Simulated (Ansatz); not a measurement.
# Cs3H12N4F3: a single-point run

The task is a single point on Cs3H12N4F3 that gives the gradients at the nuclei.

Computed with Ansatz 0.2.0 (DFT, PBE, plane-wave PAW, default files, scalar-relativistic, unless a step's input says otherwise).

1 further run of the same task is left out (it didn't finish).

## (1) The system as given

The structure is cubic, space group I-43d (No. 220). Conventional cell: a = 10.486 Å, b = 10.486 Å, c = 10.486 Å, α = 90.00°, β = 90.00°, γ = 90.00°. Around Cs (site symmetry -4) lie 12 H at 3.08 to 3.32 Å and 4 F at 3.21 Å and 4 N at 3.46 Å. Around H (site symmetry 1) lie 1 N at 1.03 Å. Around N (site symmetry 3) lie 3 H at 1.03 Å. F (site symmetry -4) is surrounded by 4 H at 1.99 Å.

The input asks for a charge of +4 e on the cell.

Structure file:

```cif
data_structure
_symmetry_space_group_name_H-M 'P 1'
_symmetry_Int_Tables_number 1
_cell_length_a 9.0813
_cell_length_b 9.0813
_cell_length_c 9.0813
_cell_angle_alpha 109.471
_cell_angle_beta 109.471
_cell_angle_gamma 109.471
_cell_volume 576.54
loop_
_atom_site_label
_atom_site_type_symbol
_atom_site_fract_x
_atom_site_fract_y
_atom_site_fract_z
_atom_site_occupancy
Cs1 Cs 0.25000 0.12500 0.87500 1
Cs2 Cs 0.75000 0.37500 0.62500 1
Cs3 Cs 0.37500 0.62500 0.75000 1
Cs4 Cs 0.12500 0.87500 0.25000 1
Cs5 Cs 0.62500 0.75000 0.37500 1
Cs6 Cs 0.87500 0.25000 0.12500 1
H1 H 0.71238 0.62700 0.04439 1
H2 H 0.41739 0.87300 0.58538 1
H3 H 0.08261 0.66799 0.45561 1
H4 H 0.78762 0.83201 0.91462 1
H5 H 0.54439 0.12700 0.21238 1
H6 H 0.08538 0.37300 0.91739 1
H7 H 0.95561 0.16798 0.58261 1
H8 H 0.41462 0.33202 0.28762 1
H9 H 0.62700 0.04439 0.71238 1
H10 H 0.87300 0.58538 0.41739 1
H11 H 0.66799 0.45561 0.08261 1
H12 H 0.83201 0.91462 0.78762 1
H13 H 0.12700 0.21238 0.54439 1
H14 H 0.37300 0.91739 0.08538 1
H15 H 0.16798 0.58261 0.95561 1
H16 H 0.33202 0.28762 0.41462 1
H17 H 0.04439 0.71238 0.62700 1
H18 H 0.58538 0.41739 0.87300 1
H19 H 0.45561 0.08261 0.66799 1
H20 H 0.91462 0.78762 0.83201 1
H21 H 0.21238 0.54439 0.12700 1
H22 H 0.91739 0.08538 0.37300 1
H23 H 0.58261 0.95561 0.16798 1
H24 H 0.28762 0.41462 0.33202 1
N1 N 0.69841 0.50000 0.00000 1
N2 N 0.50000 0.00000 0.69841 1
N3 N 0.00000 0.69841 0.50000 1
N4 N 0.80159 0.80159 0.80159 1
N5 N 0.50000 0.00000 0.19841 1
N6 N 0.19841 0.50000 0.00000 1
N7 N 0.00000 0.19841 0.50000 1
N8 N 0.30159 0.30159 0.30159 1
F1 F 0.75000 0.87500 0.12500 1
F2 F 0.25000 0.62500 0.37500 1
F3 F 0.62500 0.37500 0.25000 1
F4 F 0.87500 0.12500 0.75000 1
F5 F 0.37500 0.25000 0.62500 1
F6 F 0.12500 0.75000 0.87500 1
```

## (2) The calculation

The input, input.yaml:

```yaml
crystal:
  lattice:
    - [-5.243114, 5.243114, 5.243114]
    - [5.243114, -5.243114, 5.243114]
    - [5.243114, 5.243114, -5.243114]
  atoms:
    - { symbol: Cs, position: [0.25, 0.125, 0.875] }
    - { symbol: Cs, position: [0.75, 0.375, 0.625] }
    - { symbol: Cs, position: [0.375, 0.625, 0.75] }
    - { symbol: Cs, position: [0.125, 0.875, 0.25] }
    - { symbol: Cs, position: [0.625, 0.75, 0.375] }
    - { symbol: Cs, position: [0.875, 0.25, 0.125] }
    - { symbol: H, position: [0.712377, 0.626999, 0.044392] }
    - { symbol: H, position: [0.417393, 0.873001, 0.585378] }
    - { symbol: H, position: [0.082607, 0.667985, 0.455608] }
    - { symbol: H, position: [0.787623, 0.832015, 0.914622] }
    - { symbol: H, position: [0.544392, 0.126999, 0.212377] }
    - { symbol: H, position: [0.085378, 0.373001, 0.917393] }
    - { symbol: H, position: [0.955608, 0.167985, 0.582607] }
    - { symbol: H, position: [0.414622, 0.332015, 0.287623] }
    - { symbol: H, position: [0.626999, 0.044392, 0.712377] }
    - { symbol: H, position: [0.873001, 0.585378, 0.417393] }
    - { symbol: H, position: [0.667985, 0.455608, 0.082607] }
    - { symbol: H, position: [0.832015, 0.914622, 0.787623] }
    - { symbol: H, position: [0.126999, 0.212377, 0.544392] }
    - { symbol: H, position: [0.373001, 0.917393, 0.085378] }
    - { symbol: H, position: [0.167985, 0.582607, 0.955608] }
    - { symbol: H, position: [0.332015, 0.287623, 0.414622] }
    - { symbol: H, position: [0.044392, 0.712377, 0.626999] }
    - { symbol: H, position: [0.585378, 0.417393, 0.873001] }
    - { symbol: H, position: [0.455608, 0.082607, 0.667985] }
    - { symbol: H, position: [0.914622, 0.787623, 0.832015] }
    - { symbol: H, position: [0.212377, 0.544392, 0.126999] }
    - { symbol: H, position: [0.917393, 0.085378, 0.373001] }
    - { symbol: H, position: [0.582607, 0.955608, 0.167985] }
    - { symbol: H, position: [0.287623, 0.414622, 0.332015] }
    - { symbol: "N", position: [0.698406, 0.5, 0.0] }
    - { symbol: "N", position: [0.5, 0.0, 0.698406] }
    - { symbol: "N", position: [0.0, 0.698406, 0.5] }
    - { symbol: "N", position: [0.801594, 0.801594, 0.801594] }
    - { symbol: "N", position: [0.5, 0.0, 0.198406] }
    - { symbol: "N", position: [0.198406, 0.5, 0.0] }
    - { symbol: "N", position: [0.0, 0.198406, 0.5] }
    - { symbol: "N", position: [0.301594, 0.301594, 0.301594] }
    - { symbol: F, position: [0.75, 0.875, 0.125] }
    - { symbol: F, position: [0.25, 0.625, 0.375] }
    - { symbol: F, position: [0.625, 0.375, 0.25] }
    - { symbol: F, position: [0.875, 0.125, 0.75] }
    - { symbol: F, position: [0.375, 0.25, 0.625] }
    - { symbol: F, position: [0.125, 0.75, 0.875] }
kpoints:
  mp_grid: { grid: [3, 3, 3] }
scf:
  occupations: { method: fermi_dirac, width: 0.02 }
  max_iter: 100
hamiltonian:
  xc: pbe
  pseudopotentials: { kind: paw }
output:
  forces: true
  stress: true
  populations: true
  efg:
    quadrupole_moments_barn: { Cs: -0.00343, H: 0.00285783, "N": 0.02044 }
    contact_densities: true
total_charge: 4
```

Command:

```bash
ansatz run input.yaml --threads 1 --pin off --max-ram 2560MiB --backend cpu --events-out ev --progress --plain --runs-dir out
```

Q: Will this input give a usable result? If not, why, and what should change?

This run ends as converged, with warnings (gradients without spin orbit). Convergence says nothing about whether the input makes sense.

The suspect setting: total_charge is 4. The net charge is not the one intended, so the run treats another number of electrons.

To check: delete total_charge (the default then holds).
